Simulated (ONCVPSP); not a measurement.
# An ONCV potential for Si, from input to tests

Task: generate the file, and judge it by its errors in other configurations, its logarithmic derivatives, its ghosts and its cutoff.

The numbers are computed with ONCVPSP 4.0.1.1 (patched build) (PBE, scalar-relativistic, spin-unpolarised reference atom).

### 1 Starting point

The settings as typed:

| Quantity | Value |
| --- | --- |
| element | silicon (Si, Z = 14) |
| type | optimised norm-conserving Vanderbilt (ONCV) |
| frozen core | [Ne] |
| valence charge | 4 |
| reference configuration | 3s2 3p2 |
| partial waves | 3s: rc 1.40 bohr, ncon 4, nbas 8, qcut 4.1 1/bohr, 1 projector; 3p: rc 1.85 bohr, ncon 4, nbas 7, qcut 5.3 1/bohr, 2 projectors, debl 3.2 Ha; d scattering state at 0.25 Ha: rc 1.85 bohr, ncon 5, nbas 9, qcut 6.2 1/bohr, 2 projectors, debl 4 Ha |
| local potential | polynomial inside 1.05 bohr (lpopt 5, dvloc0 2 Ha) |
| core correction | Teter function, fcfact 5.75, rcfact 1.8 |

An earlier all-electron run gives the scale for the radii.

All-electron outer shells of the reference configuration (PBE, scalar-relativistic, ld1.x):

```
shell  level (eV)  outermost node (bohr)  outermost maximum (bohr)
   2s     -139.50                   0.15                      0.45
   2p      -95.56                      –                      0.39
   3s      -10.81                   0.72                      1.80
   3p       -4.08                   0.72                      2.17
```

### 2 Generating the potential

The input, Si.dat:

```
# ATOM AND REFERENCE CONFIGURATION
# atsym  z   nc   nv     iexc    psfile
  Si 14.00    3    2        4      upf
#
#   n    l    f
    1    0    2.00
    2    0    2.00
    2    1    6.00
    3    0    2.00
    3    1    2.00
#
# PSEUDOPOTENTIAL AND OPTIMIZATION
# lmax
    2
#
#   l,   rc,      ep,       ncon, nbas, qcut
    0    1.40    0.00    4    8    4.10
    1    1.85    0.00    4    7    5.30
    2    1.85    0.25    5    9    6.20
#
# LOCAL POTENTIAL
# lloc, lpopt,  rc(5),   dvloc0
    4    5    1.05    2.00
#
# VANDERBILT-KLEINMAN-BYLANDER PROJECTORs
# l, nproj, debl
    0    1    3.60
    1    2    3.20
    2    2    4.00
#
# MODEL CORE CHARGE
# icmod, fcfact, rcfact
    3    5.75    1.80
#
# LOG DERIVATIVE ANALYSIS
# epsh1, epsh2, depsh
   -2.00    5.00    0.02
#
# OUTPUT GRID
# rlmax, drl
    6.00    0.01
#
# TEST CONFIGURATIONS
# ncnf
    4
# nvcnf
#   n    l    f
    2
    3    0    2.00
    3    1    1.00
#
    2
    3    0    2.00
    3    1    0.00
#
    2
    3    0    1.00
    3    1    0.00
#
    2
    3    0    2.00
    3    1    1.50
#
```

Launch:

```bash
$ oncvpsp.x < Si.dat > Si.out
```

Q: Predict the outcome of this session. Wanted: cutoffs for 1 and 0.1 mHa per electron, occupied waves; bound ghosts; GHOST(+) flags; largest test error; largest phase difference near zero energy, channels read; rms error of d²Exc/dn², without and with the model core.

The runs gave:

| quantity | value |
| --- | --- |
| cutoffs for 1 and 0.1 mHa per electron, occupied waves | 7.8 Ha and 75 Ha |
| bound ghosts | none found |
| GHOST(+) flags | s at 39 eV |
| largest test error (AE − PS) | -465 meV, for 3s1 3p0 |
| largest phase difference near zero energy, channels read | 0.057 rad |
| rms error of d²Exc/dn², without and with the model core | 1.67 and 5.14 mHa |

**Reading.** The worst unpolarised test, 3s1 3p0, is off by 465 meV on 57.7 eV; by total energies transferability rates as poor. That test lies far up in energy; among those under 40 eV, nearer to bonding, the largest error is 97 meV. It counts as soft on the atom at that tolerance, with 7.8 Ha needed at the looser tolerance. The tighter tolerance needs 75 Ha, and converged work needs a cutoff nearer that. At the looser tolerance the 3s wave is the slowest; 3p needs 3 Ha. That counts occupied waves only; other projectors can need more. The program's ghost test flags no bound state. Of the channels read, s scatters worst near zero energy, by up to 0.06 rad. The program also flags highly localised states, GHOST(+) (s).
